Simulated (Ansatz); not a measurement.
**C₄H₁₂O₄Zr: up Jacob's ladder to CCSD(T)**

An exercise on one series of results from a longer session: the logs are not shown, and one member is left open.

The runs use Ansatz 0.2.0, Gaussian basis; functionals in def2-TZVPP, the program's frozen cores in correlated methods.

Levels to be run: LDA (SPW92), PBE-D4, revPBE-D4, BLYP-D4, r2SCAN-D4, B97M-V, PBE0-D4, B3LYP-D4, r2SCANh-D4, r2SCAN0-D4, HSE06-D4, BHLYP-D4, CAM-B3LYP-D4, LC-ωPBE, ωB97X-V, ωB97M-V, B2PLYP, PBE-QIDH; CCSD(T)/def2-SVP; CCSD(T)/def2-TZVPP; MP2/def2-QZVPP; extrapolation to the limit; RPA on PBE.

## The geometry

All runs share one geometry, relaxed beforehand with PBE0-D4 in a triple-zeta def2 set. Zr takes the def2 core potential; no spin-orbit term is included.

SMILES `C[O][Zr]([O]C)([O]C)[O]C`, 21 atoms, charge 0, spin multiplicity 1.

Atoms are counted from 1 here; the program's logs count them from 0.

Bond lengths: C1–O2 1.385 Å, C1–H10 1.096 Å, C1–H11 1.096 Å, C1–H12 1.096 Å, O2–Zr3 1.928 Å, Zr3–O4 1.928 Å, Zr3–O6 1.928 Å, Zr3–O8 1.928 Å, O4–C5 1.384 Å, C5–H13 1.096 Å, C5–H14 1.096 Å, C5–H15 1.096 Å, O6–C7 1.384 Å, C7–H16 1.096 Å, C7–H17 1.096 Å, C7–H18 1.096 Å, O8–C9 1.384 Å, C9–H19 1.096 Å and more. Angles: O2–C1–H10 110.9°, O2–C1–H11 110.9°, O2–C1–H12 110.9°, H10–C1–H11 108.1°, H10–C1–H12 108.1°, H11–C1–H12 108.0°, C1–O2–Zr3 180.0°, O2–Zr3–O4 109.5°, O2–Zr3–O6 109.5°, O2–Zr3–O8 109.5°, O4–Zr3–O6 109.5°, O4–Zr3–O8 109.5°, O6–Zr3–O8 109.5°, Zr3–O4–C5 179.9°, O4–C5–H13 110.9°, O4–C5–H14 110.9°, O4–C5–H15 110.9°, H13–C5–H14 108.0° and more.

Set-up of the first run:

in.yaml

```yaml
crystal:
  periodic: [false, false, false]
  atoms:
    - {symbol: C, position_ang: [2.282674, 1.554365, -1.828997]}
    - {symbol: O, position_ang: [1.328497, 0.904777, -1.064514]}
    - {symbol: Zr, position_ang: [0.000027, -0.000005, -0.000028]}
    - {symbol: O, position_ang: [-0.959247, -1.257574, -1.102254]}
    - {symbol: C, position_ang: [-1.648726, -2.159303, -1.894929]}
    - {symbol: O, position_ang: [-1.233905, 1.292897, 0.722753]}
    - {symbol: C, position_ang: [-2.120464, 2.220137, 1.243394]}
    - {symbol: O, position_ang: [0.864768, -0.940120, 1.443932]}
    - {symbol: C, position_ang: [1.486518, -1.615183, 2.480524]}
    - {symbol: H, position_ang: [2.105650, 2.636301, -1.837552]}
    - {symbol: H, position_ang: [2.260823, 1.198328, -2.865699]}
    - {symbol: H, position_ang: [3.288620, 1.377826, -1.430374]}
    - {symbol: H, position_ang: [-2.718886, -1.922035, -1.915813]}
    - {symbol: H, position_ang: [-1.275865, -2.137656, -2.925694]}
    - {symbol: H, position_ang: [-1.534620, -3.180909, -1.513781]}
    - {symbol: H, position_ang: [-3.143207, 2.014395, 0.906311]}
    - {symbol: H, position_ang: [-2.112605, 2.195130, 2.339424]}
    - {symbol: H, position_ang: [-1.855516, 3.235161, 0.924820]}
    - {symbol: H, position_ang: [1.134327, -1.248590, 3.451889]}
    - {symbol: H, position_ang: [2.573454, -1.477804, 2.439463]}
    - {symbol: H, position_ang: [1.277692, -2.690136, 2.427125]}
basis:
  gaussian: {orbitals: def2-TZVPP}
hamiltonian: {xc: lda}
output: {orbitals: {seedname: orbitals}}
```

On the command line:

```bash
> ansatz run in.yaml --threads 4 --pin off --events-out ev --progress --plain --max-ram 46080MiB --backend cuda --devices 0, --max-vram 37GiB
```

Steps of the session up to this table: LDA; PBE-D4 (GGA); revPBE-D4 (GGA); BLYP-D4 (GGA); r2SCAN-D4 (meta-GGA); B97M-V (meta-GGA); PBE0-D4 (hybrid); B3LYP-D4 (hybrid); r2SCANh-D4 (hybrid); r2SCAN0-D4 (hybrid); HSE06-D4 (hybrid); BHLYP-D4 (hybrid); CAM-B3LYP-D4 (range-separated); LC-ωPBE (range-separated); ωB97X-V (range-separated); ωB97M-V (range-separated); B2PLYP (double hybrid); PBE-QIDH (double hybrid).

One of the session's tables, all rows but one given; the rest of the session is left out.

It belongs to the step «Frontier levels by functional». 

| functional | HOMO (eV) | gap (eV) |
| --- | --- | --- |
| LDA (SPW92) | -6.13 | 5.46 |
| PBE-D4 | -5.99 | 5.44 |
| revPBE-D4 | ? | ? |
| BLYP-D4 | -5.89 | 5.41 |
| r2SCAN-D4 | -6.31 | 6.34 |
| B97M-V | -6.44 | 5.92 |
| PBE0-D4 | -7.51 | 7.61 |
| B3LYP-D4 | -7.27 | 7.14 |
| r2SCANh-D4 | -6.88 | 7.09 |
| r2SCAN0-D4 | -7.74 | 8.21 |
| HSE06-D4 | -7.11 | 6.87 |
| BHLYP-D4 | -8.99 | 9.57 |
| CAM-B3LYP-D4 | -8.93 | 9.64 |
| LC-ωPBE | -10.24 | 11.96 |
| ωB97X-V | -9.93 | 11.48 |
| ωB97M-V | -9.87 | 10.82 |

**Question.** Estimate the row for revPBE-D4.

As computed: HOMO (eV): -5.93; gap (eV): 5.43. In the column «HOMO (eV)» it lies between PBE-D4 (-5.99) and BLYP-D4 (-5.89).
